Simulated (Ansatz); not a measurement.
Consider vertical spin-state energies of C₂H₆Ge, SMILES [CH2]1[CH2][GeH2]1 (the Ansatz DFT code, driven from Python).

`spin_c2h6ge.py`:
```python
# -*- coding: utf-8 -*-
'''Gap between spin states of C2H6Ge at one geometry.'''

import ansatz as az

GEOMETRY = '''
C    -0.16290   -0.43280   -0.78190
C     0.98010    0.16290   -0.16120
Ge   -0.62520    0.28770    1.00980
H    -0.55850    0.25150   -1.60970
H    -0.21390   -1.50240   -0.89240
H     1.72920   -0.57550    0.16030
H     1.33960    1.14630   -0.56540
H    -1.47840    1.53840    0.86890
H    -0.92160   -0.92230    1.95450
'''

geometry = az.Crystal.molecule()
for line in GEOMETRY.strip().splitlines():
    symbol, *xyz = line.split()
    geometry = geometry.atom(symbol, [float(v) for v in xyz])

model = (
    geometry.calculation()
    .basis(gaussian='def2-TZVP')  # atom-centred Gaussian functions
    .correlation('mp2')  # correlation on top of the mean field
)
found = {}
for unpaired in [0, 2]:
    rep = model.spin('collinear', total=unpaired).run().report
    s = unpaired / 2
    found[unpaired] = rep['free_energy_ev']
    print(f'2S+1 = {unpaired + 1}: E = {found[unpaired]:.5f} eV, <S^2> = {abs(rep["mean_field"]["state"]["spin_squared"]):.3f} (pure state {s * (s + 1):.2f})')
lowest = min(found, key=found.get)
for unpaired, e in found.items():
    print(f'multiplicity {unpaired + 1}: {96.485332 * (e - found[lowest]):.1f} kJ/mol above the lowest')
```

Which spin state is lowest at this geometry, and how far above lie the others?

In order: multiplicity 1 (+0.00 eV) and multiplicity 3 (+3.90 eV), all at the one geometry.

The run itself:

```console
$ python spin_c2h6ge.py
2S+1 = 1: E = -58644.28526 eV, <S^2> = 0.000 (pure state 0.00)
2S+1 = 3: E = -58640.38570 eV, <S^2> = 2.025 (pure state 2.00)
multiplicity 1: 0.0 kJ/mol above the lowest
multiplicity 3: 376.2 kJ/mol above the lowest
```

What to keep in mind:
- Total energies depend on the basis set; only differences at equal settings carry meaning.
- The geometry is a force-field or estimated start, not a minimum of this method, and the basis set is short of its limit. All parts are taken at fixed geometry, without zero-point energy.
- S² is that of the Hartree-Fock reference.
- The whole script took 13 s on 1 thread of Intel(R) Xeon(R) Processor @ 2.30GHz (shared host), peak memory 0.43 GiB.
